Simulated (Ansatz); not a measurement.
# F− with CH₃Cl: superposition error and deformation

The task here is to estimate one member of a computed series from the others.

Program: Ansatz 0.2.0, Gaussian basis. Level of theory: PBE0-D4 structures, single points in def2-TZVPPD. These are calculated values, not measurements.

Levels: PBE-D4, revPBE-D4, BLYP-D4, r2SCAN-D4, B97M-V, PBE0-D4, B3LYP-D4, HSE06-D4, wB97X-V, wB97M-V, B2PLYP, Hartree-Fock, MP2, CCSD, CCSD(T).

Cores are frozen in the correlated methods. B3LYP uses VWN-RPA correlation. B2PLYP carries no dispersion term here.

129 further runs of the same task are left out: 129 set aside as unsound or not needed.

### Starting geometry

The relaxed pair: 6 atoms, charge -1, spin multiplicity 1.

Atoms are counted from 1 here; the program's logs count them from 0.

Bond lengths: C2–Cl3 1.809 Å, C2–H4 1.138 Å, C2–H5 1.090 Å, C2–H6 1.090 Å. Angles: Cl3–C2–H4 112.1°, Cl3–C2–H5 106.0°, Cl3–C2–H6 106.0°, H4–C2–H5 111.4°, H4–C2–H6 111.4°, H5–C2–H6 109.6°.

As a file:

```
F     0.2936   -0.5576   -2.2491
C    -0.1665    0.1266    0.3377
Cl    1.1523   -0.0893    1.5563
H     0.1566   -0.1973   -0.7043
H    -0.4285    1.1847    0.3626
H    -1.0075   -0.4672    0.6966
```

Atoms 1 to 1 are fragment A (F−), the rest fragment B (CH₃Cl). From earlier runs, pair energy (eV) and counterpoise interaction (kcal/mol):

| method | E(pair) | interaction |
| --- | --- | --- |
| PBE-D4 | -16319.45157 | -19.35 |
| revPBE-D4 | -16325.37079 | -17.90 |
| BLYP-D4 | -16327.96230 | -17.72 |
| r2SCAN-D4 | -16325.76787 | -19.83 |
| B97M-V | -16324.10218 | -18.79 |
| PBE0-D4 | -16320.39993 | -19.60 |
| B3LYP-D4 | -16329.31501 | -18.49 |
| HSE06-D4 | -16319.99674 | -19.62 |
| wB97X-V | -16325.31375 | -18.06 |
| wB97M-V | -16326.39149 | -18.29 |
| B2PLYP | -16322.52524 | -17.40 |
| Hartree-Fock | -16289.25191 | -15.51 |
| MP2 | -16307.39229 | -16.88 |
| CCSD(T) | -16308.79732 | -17.10 |

First each fragment is run alone in its own basis, frozen in the shape it has in the pair (a, b).

Set-up of the first run:

Contents of a/in.yaml:

```yaml
crystal:
  periodic: [false, false, false]
  atoms:
    - {symbol: F, position_ang: [0.293614, -0.557648, -2.249143]}
basis:
  gaussian: {orbitals: "def2-TZVPPD.json"}
total_charge: -1
hamiltonian: {xc: {name: wB97X-V}}
```

Contents of b/in.yaml:

```yaml
crystal:
  periodic: [false, false, false]
  atoms:
    - {symbol: C, position_ang: [-0.166515, 0.126622, 0.337663]}
    - {symbol: Cl, position_ang: [1.152339, -0.089258, 1.556299]}
    - {symbol: H, position_ang: [0.156564, -0.197284, -0.704294]}
    - {symbol: H, position_ang: [-0.428497, 1.184698, 0.362642]}
    - {symbol: H, position_ang: [-1.007505, -0.467231, 0.696633]}
basis:
  gaussian: {orbitals: "def2-TZVPPD.json"}
hamiltonian: {xc: {name: wB97X-V}}
```

The basis file named in the input lies beside it (Basis Set Exchange, JSON).

One command serves all of them, each in its own folder.

On the command line:

```
> ansatz run in.yaml --threads 2 --pin off --events-out ev --progress --plain --max-ram 5222MiB
```

Steps of the session up to this table: wB97X-V/def2-TZVPPD; wB97M-V/def2-TZVPPD; B2PLYP/def2-TZVPPD; B97M-V/def2-TZVPPD; CCSD(T)/def2-TZVPPD; Relaxing CH₃Cl alone; PBE-D4/def2-TZVPPD; r2SCAN-D4/def2-TZVPPD; PBE0-D4/def2-TZVPPD; B3LYP-D4/def2-TZVPPD; BLYP-D4/def2-TZVPPD; revPBE-D4/def2-TZVPPD; HSE06-D4/def2-TZVPPD.

One table of the session follows, with a row left open; its other results are not shown here.

| method | interaction with counterpoise (kcal/mol) |
| --- | --- |
| PBE-D4 | -19.35 |
| revPBE-D4 | -17.90 |
| BLYP-D4 | -17.72 |
| r2SCAN-D4 | -19.83 |
| B97M-V | -18.79 |
| PBE0-D4 | -19.60 |
| B3LYP-D4 | -18.49 |
| HSE06-D4 | -19.62 |
| wB97X-V | -18.06 |
| wB97M-V | -18.29 |
| B2PLYP | -17.40 |
| Hartree-Fock | -15.51 |
| MP2 | -16.88 |
| CCSD | ? |
| CCSD(T) | -17.10 |

Estimate the missing values for CCSD.

**Answer.** interaction with counterpoise (kcal/mol): -16.73. In the column «interaction with counterpoise (kcal/mol)» it lies between MP2 (-16.88) and Hartree-Fock (-15.51).
